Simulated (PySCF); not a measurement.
# Cl2Cr2H16O4S4 ([(H2O)2(SH2)2Cr(mu-Cl)2Cr(H2O)2(SH2)2]4+): the cost of one run

Programs: PySCF 2.14.0, with routines of our own; each step states its level. All values are computed. Atoms count from 0.

### 1 The system as given

28 atoms, charge 4, high-spin multiplicity 7; geometry from: idealised, bond lengths from ionic radii.

The system (edge-sharing dimer): [(H2O)2(SH2)2Cr(mu-Cl)2Cr(H2O)2(SH2)2]4+. The metals (Cr(III), Cr(III)) are 3.39 Å apart; the bridge angle is 90°; the spin sites are atom 0 (3 unpaired) and atom 1 (3 unpaired).

### 2 Magnetic exchange: B3LYP/def2-SVP H:def2-SV(P) in water

Job settings and geometry (Å):

```
{"job": {"kind": "bs", "xc": "B3LYP", "basis": {"default": "def2-SVP", "H": "def2-SV(P)"}, "grid": 1, "solvent": "water"}, "charge": 4, "high_spin_multiplicity": 7, "spin_sites": [[[0], 3], [[1], 3]]}
Cr    -1.782300    -0.040000     0.000000
Cr     1.605300    -0.040000     0.000000
Cl    -0.088500     1.662600     0.000000
Cl    -0.088500    -1.742700     0.000000
O     -3.165300    -1.464000     0.000000
H     -3.577500    -1.888500     0.766300
H     -3.577500    -1.888500    -0.766300
S     -3.464900     1.692400    -0.000000
H     -3.080200     2.536400     0.972000
H     -3.080200     2.536400    -0.972000
O     -1.782300    -0.040000     1.985000
H     -1.240500     0.501800     2.576700
H     -2.324200    -0.581900     2.576700
S     -1.782300    -0.040000    -2.415000
H     -0.484100     0.036300    -2.752500
H     -1.858700    -1.338300    -2.752500
O      2.988200    -1.464000     0.000000
H      3.400500    -1.888500     0.766300
H      3.400500    -1.888500    -0.766300
S      3.287800     1.692400    -0.000000
H      4.142700     1.332500     0.972000
H      4.142700     1.332500    -0.972000
O      1.605300    -0.040000    -1.985000
H      2.147100     0.501800    -2.576700
H      1.063400    -0.581900    -2.576700
S      1.605300    -0.040000     2.415000
H      1.681600     1.258200     2.752500
H      0.307000    -0.116400     2.752500
```

With the program's defaults for keys left out, this is: B3LYP/def2-SVP H:def2-SV(P) high-spin and broken-symmetry single points, IEF-PCM water.

The run is started by

```console
$ OMP_NUM_THREADS=1 python exch_run.py task.json out
```

The driver reads the jobs from task.json and runs them one after another.

Q: Estimate the wall time of this first job on 1 thread of Intel Xeon Platinum 8488C (Sapphire Rapids), shared host.

About 3.4 min.
